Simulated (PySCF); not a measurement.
**[Nd(H2CO)]3+: other functionals and bases at one geometry**

The task here is to estimate one member of a computed series from the others.

Computed with PySCF 2.14.0. Level: several levels, as the steps say, no spin–orbit coupling.

1 further run of the same task is left out (for a known fault of the program).

**Starting geometry**

5 atoms, charge 3, spin multiplicity 1.

Bond lengths: Nd1–O2 2.136 Å, O2–C3 1.266 Å, C3–H4 1.113 Å, C3–H5 1.113 Å. Angles: Nd1–O2–C3 180.0°, O2–C3–H4 119.3°, O2–C3–H5 119.3°, H4–C3–H5 121.4°.

Geometry (Å):

```xyz
5

Nd    0.0000    0.0000   -0.2514
O     0.0000    0.0000    1.8850
C     0.0000    0.0000    3.1514
H     0.9711    0.0000    3.6960
H    -0.9711    0.0000    3.6960
```

Formal oxidation states: Nd +3. Each metal's 3 4f electrons lie in its core potential, so multiplicities, spins and levels count the valence alone. An earlier session relaxed this geometry at PBE0, Nd lcecp-1-SVP with ECP49, O def2-SVP, C def2-SVP, H def2-SVP (singlet, point group C2v).

At PBE0 on the finer grid: E = -146.936622 Eh, HOMO -25.01 eV, LUMO -19.41 eV, Mulliken charge on Nd1 +2.46 e, largest force component 0.014 eV/Å. 

Levels to run: B3LYP; wB97X; PBE0, TZVP. Hardware: 2 threads of Arm Neoverse V1, shared host.

The first run:

Input file run.py (the lines that set the calculation):

```python
mol = gto.M(atom='''
Nd     0.00000     0.00000    -0.25141
O      0.00000     0.00000     1.88503
C      0.00000     0.00000     3.15144
H      0.97114     0.00000     3.69598
H     -0.97114     0.00000     3.69598''',
    basis={'Nd': 'lcecp-1-SVP', 'O': 'def2-SVP', 'C': 'def2-SVP', 'H': 'def2-SVP'},
    ecp={'Nd': 'lcecp-1-SVP'},
    charge=3, spin=0)
mf = dft.RKS(mol, xc='B3LYP')
mf.grids.atom_grid = (75, 302)  # f atoms: unpruned, at least (60, 302)
mf = mf.density_fit()  # fitting sets: Nd AutoAux, O def2-universal-JKFIT, C def2-universal-JKFIT, H def2-universal-JKFIT
mf.conv_tol = 1e-08; mf.max_cycle = 55
mf.kernel(dm0)  # dm0: the density of the relaxed state
```

The run is started by

```console
$ OMP_NUM_THREADS=2 python run.py
```

Steps of the session up to this table: B3LYP; wB97X; PBE0, TZVP.

One of the session's tables, all rows but one given; the rest of the session is left out.

| level | HOMO (eV) | gap (eV) | charge on Nd1 (e) | dipole (D) | largest force component (eV/Å) |
| --- | --- | --- | --- | --- | --- |
| PBE0 (relaxed here) | -25.01 | 5.60 | 2.46 | 4.14 | 0.01 |
| B3LYP | ? | ? | ? | ? | ? |
| wB97X | -27.26 | 10.39 | 2.49 | 3.71 | 0.29 |
| PBE0, TZVP | -24.98 | 5.64 | 2.57 | 4.20 | 0.38 |

**Question.** Estimate the row for B3LYP.

The run gave: HOMO (eV): -24.82; gap (eV): 5.07; charge on Nd1 (e): 2.44; dipole (D): 4.23; largest force component (eV/Å): 0.32. In the column «HOMO (eV)» it is the highest.

The dipole of a charged species depends on the origin, so these sizes hold for this origin alone.

In one basis the HOMO–LUMO gap runs from 5.07 eV (B3LYP) to 10.39 eV (wB97X). The largest leftover force, 0.38 eV/Å with PBE0, TZVP, stands at a geometry relaxed at another level. With 4f in the core, its levels are missing from HOMO and gap, and its count is fixed, so no charge can pass from the ligands into it. Total energies of different levels can't be compared.
